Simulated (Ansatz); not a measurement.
# CH₃ISi (SMILES [SiH2]=CI): functionals against CCSD(T) at one geometry

How do the functionals fare away from a minimum? The structure is a structure displaced at random from a GFN2-xTB minimum.

The runs use Ansatz 0.2.0, Gaussian basis; single points in def2-TZVPP.

Cores are frozen in the correlated methods. Filled d shells of the heavier atoms are correlated. Core potentials replace the inner electrons past krypton, and spin-orbit coupling is left out.

**1. The system as given**

6 atoms, charge 0, spin multiplicity 1.

Atoms are counted from 1 here; the program's logs count them from 0.

Bond lengths: Si1–C2 1.741 Å, Si1–H4 1.395 Å, Si1–H5 1.453 Å, C2–I3 2.088 Å, C2–H6 1.074 Å. Angles: C2–Si1–H4 123.5°, C2–Si1–H5 121.5°, H4–Si1–H5 114.9°, Si1–C2–I3 121.6°, Si1–C2–H6 125.3°, I3–C2–H6 113.1°.

As a file:

```
Si   -0.6610    0.2082   -0.5827
C     0.5479    0.0264    0.6569
I     1.8656   -1.5936    0.6690
H    -0.8257   -0.6908   -1.6361
H    -1.5786    1.3342   -0.5898
H     0.6687    0.6730    1.5054
```

**2. CCSD(T)/def2-TZVPP**

Input file run/in.yaml:

```yaml
crystal:
  periodic: [false, false, false]
  atoms:
    - {symbol: Si, position_ang: [-0.661000, 0.208200, -0.582700]}
    - {symbol: C, position_ang: [0.547900, 0.026400, 0.656900]}
    - {symbol: I, position_ang: [1.865600, -1.593600, 0.669000]}
    - {symbol: H, position_ang: [-0.825700, -0.690800, -1.636100]}
    - {symbol: H, position_ang: [-1.578600, 1.334200, -0.589800]}
    - {symbol: H, position_ang: [0.668700, 0.673000, 1.505400]}
basis:
  gaussian: {orbitals: def2-TZVPP}
correlation: {method: ccsd_t}
output: {forces: true}
```

No record of the launch command was kept for these runs.

**3. PBE0-D4/def2-TZVPP**

run/in.yaml, as its differences from that of step 2:

```diff
@@ -11,3 +11,3 @@
   gaussian: {orbitals: def2-TZVPP}
-correlation: {method: ccsd_t}
-output: {forces: true}
+hamiltonian: {xc: pbe0, dispersion: d4}
+output: {forces: true, orbitals: {seedname: orbitals}}
```

**4. wB97M-V/def2-TZVPP**

run/in.yaml, as its differences from that of step 3:

```diff
@@ -11,3 +11,3 @@
   gaussian: {orbitals: def2-TZVPP}
-hamiltonian: {xc: pbe0, dispersion: d4}
-output: {forces: true, orbitals: {seedname: orbitals}}
+hamiltonian: {xc: {name: wB97M-V}}
+output: {forces: true}
```

**5. r2SCAN-D4/def2-TZVPP**

run/in.yaml, as its differences from that of step 4:

```diff
@@ -11,3 +11,3 @@
   gaussian: {orbitals: def2-TZVPP}
-hamiltonian: {xc: {name: wB97M-V}}
+hamiltonian: {xc: r2scan, dispersion: d4}
 output: {forces: true}
```

**6. PBE-D4/def2-TZVPP**

run/in.yaml, as its differences from that of step 5:

```diff
@@ -11,3 +11,3 @@
   gaussian: {orbitals: def2-TZVPP}
-hamiltonian: {xc: r2scan, dispersion: d4}
+hamiltonian: {xc: pbe, dispersion: d4}
 output: {forces: true}
```

**7. BLYP-D4/def2-TZVPP**

run/in.yaml, as its differences from that of step 6:

```diff
@@ -11,3 +11,3 @@
   gaussian: {orbitals: def2-TZVPP}
-hamiltonian: {xc: pbe, dispersion: d4}
+hamiltonian: {xc: {name: BLYP}, dispersion: d4}
 output: {forces: true}
```

**8. revPBE-D4/def2-TZVPP**

run/in.yaml, as its differences from that of step 7:

```diff
@@ -11,3 +11,3 @@
   gaussian: {orbitals: def2-TZVPP}
-hamiltonian: {xc: {name: BLYP}, dispersion: d4}
+hamiltonian: {xc: {name: revPBE}, dispersion: d4}
 output: {forces: true}
```

(Steps that only read results are left out.)

Q: Predict the outcome of this session. Wanted: energy less free atoms, CCSD(T)/def2-TZVPP; RMS force component; RMS force error; HOMO and LUMO, PBE0-D4; T1 diagnostic.

As calculated:

| quantity | value |
| --- | --- |
| energy less free atoms, CCSD(T)/def2-TZVPP | -1688.0 kJ/mol |
| RMS force component | 0.669 to 0.816 eV/Å over the methods |
| RMS force error | PBE0-D4 0.186, wB97M-V 0.239, r2SCAN-D4 0.122, PBE-D4 0.127, BLYP-D4 0.152, revPBE-D4 0.127 eV/Å |
| HOMO and LUMO, PBE0-D4 | -6.21 and -1.75 eV |
| T1 diagnostic | 0.013 |

**Reading.** Against CCSD(T) the functionals' energies less atoms differ by -77.6 to -35.2 kJ/mol, PBE-D4 by -77.6 kJ/mol. CCSD(T) in triple zeta still lacks some correlation energy of the bonds, so part of these gaps is its own basis error and they don't rank the functionals. On forces the order runs from r2SCAN-D4 to wB97M-V. Frozen-core CCSD(T) forces in triple zeta carry basis errors of their own, and this is one geometry, so small gaps rank nothing. The restricted Hartree–Fock reference is unstable towards an unrestricted one at one or more of these structures.
